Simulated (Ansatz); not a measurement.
# GeH₅ (doublet): from Hartree-Fock to the top rungs at distance Ge1–H5 along a hydrogen transfer = 1.911 Å, cc-pVDZ

How much of the correlation energy of GeH₅ (doublet) does each wave-function method recover here?

Method: cc-pVDZ, core rule «outside noble gas», up to 14 orbitals frozen; program: Ansatz 0.2.0, Gaussian basis.

Plan: UHF; CCSD(T) on ROHF; CCSD(T) on UHF; BCCD(T) on ROHF; CISD; CCSDT(Q) on ROHF; CCSDT(Q) on UHF; CASSCF and MRCISD+Q, 3 electrons in 3 orbitals; CASSCF and NEVPT2, 3 electrons in 3 orbitals; CASSCF and MRCISD+Q, 9 electrons in 9 orbitals; CASSCF and MRCISD+Q(relaxed), 9 electrons in 9 orbitals; CASSCF and NEVPT2, 9 electrons in 9 orbitals.

10 further runs of the same task are left out: 2 for a mislabelled method, 5 that didn't finish, 3 set aside as unsound or not needed.

### Step 1. What is computed

The geometry derives from fragments relaxed apart (PBE0/def2-TZVP) and kept rigid, so it is no stationary point. A hydrogen atom is moved between rigid fragments. No spin-orbit coupling is included. The filled d shell of Ge may be among the frozen orbitals whatever the setting's name suggests; the logs give the count.

6 atoms, charge 0, spin multiplicity 2.

Atoms are counted from 1 here; the program's logs count them from 0.

Bond lengths: Ge1–H2 1.534 Å, Ge1–H3 1.534 Å, Ge1–H4 1.534 Å, Ge1–H5 1.911 Å. Angles: H2–Ge1–H3 109.5°, H2–Ge1–H4 109.5°, H2–Ge1–H5 109.5°, H3–Ge1–H4 109.5°, H3–Ge1–H5 109.5°, H4–Ge1–H5 109.5°.

### Step 2. UHF

in.yaml reads:

```yaml
crystal:
  periodic: [false, false, false]
  atoms:
    - {symbol: Ge, position_ang: [-0.043010, 0.000000, 0.000000]}
    - {symbol: H, position_ang: [-0.554459, 1.446599, 0.000000]}
    - {symbol: H, position_ang: [-0.554459, -0.723300, 1.252791]}
    - {symbol: H, position_ang: [-0.554460, -0.723299, -1.252792]}
    - {symbol: H, position_ang: [1.867990, 0.000000, 0.000000]}
    - {symbol: H, position_ang: [2.894990, 0.000000, 0.000000]}
basis:
  gaussian: {orbitals: cc-pVDZ}
magnetization: {spin_polarized: true, initial_magnetization: 1}
hamiltonian: {xc: hf}
output: {orbitals: {seedname: orbitals}}
```

The run is started by

```bash
$ ansatz run in.yaml --threads 1 --pin off --events-out ev --progress --plain --max-ram 2393MiB
```

After this run come: CCSD(T) on ROHF; CCSD(T) on UHF; BCCD(T) on ROHF; CISD; CCSDT(Q) on ROHF; CCSDT(Q) on UHF; CASSCF and MRCISD+Q, 3 electrons in 3 orbitals; CASSCF and NEVPT2, 3 electrons in 3 orbitals; CASSCF and MRCISD+Q, 9 electrons in 9 orbitals; CASSCF and MRCISD+Q(relaxed), 9 electrons in 9 orbitals; CASSCF and NEVPT2, 9 electrons in 9 orbitals.

**Question.** What will the summary of the whole plan be? Wanted: UCCSDT(Q) below the RHF energy; RMP2 from UCCSDT(Q); UMP2 from UCCSDT(Q); RCCSD from UCCSDT(Q); RCCSD(T) from UCCSDT(Q); UCCSD(T) from UCCSDT(Q); RCCSDT(Q) from UCCSDT(Q); NEVPT2 pair from UCCSDT(Q); NEVPT2 valence from UCCSDT(Q).

The runs gave:

| quantity | value |
| --- | --- |
| UCCSDT(Q) below the RHF energy | -4.6269 eV |
| RMP2 from UCCSDT(Q) | +24.50 kcal/mol |
| UMP2 from UCCSDT(Q) | +24.90 kcal/mol |
| RCCSD from UCCSDT(Q) | +2.45 kcal/mol |
| RCCSD(T) from UCCSDT(Q) | +0.56 kcal/mol |
| UCCSD(T) from UCCSDT(Q) | +0.53 kcal/mol |
| RCCSDT(Q) from UCCSDT(Q) | +0.05 kcal/mol |
| NEVPT2 pair from UCCSDT(Q) | +21.56 kcal/mol |
| NEVPT2 valence from UCCSDT(Q) | +17.84 kcal/mol |
| MRCISD+Q valence from UCCSDT(Q) | +0.30 kcal/mol |
| levels within 1 kcal/mol (43 meV) | RCCSD(T), UCCSD(T), BCCD(T), RCCSDT, UCCSDT, RCCSDT(Q), MRCISD+Q valence, MRCISD+Q(relaxed) valence |
| T1 diagnostic | 0.022 |
| effectively unpaired electrons | 1.03 |

In words: RCCSD(T) lands +0.56 kcal/mol from the yardstick (0.5 % of the correlation energy). One determinant dominates. Of the multireference levels listed MRCISD+Q valence comes nearest in total energy (+0.30 kcal/mol), which doesn't show that its space is the better one. These misses are within one basis, not against nature; the frozen cores of restricted and unrestricted runs differ, which can shift their rows.
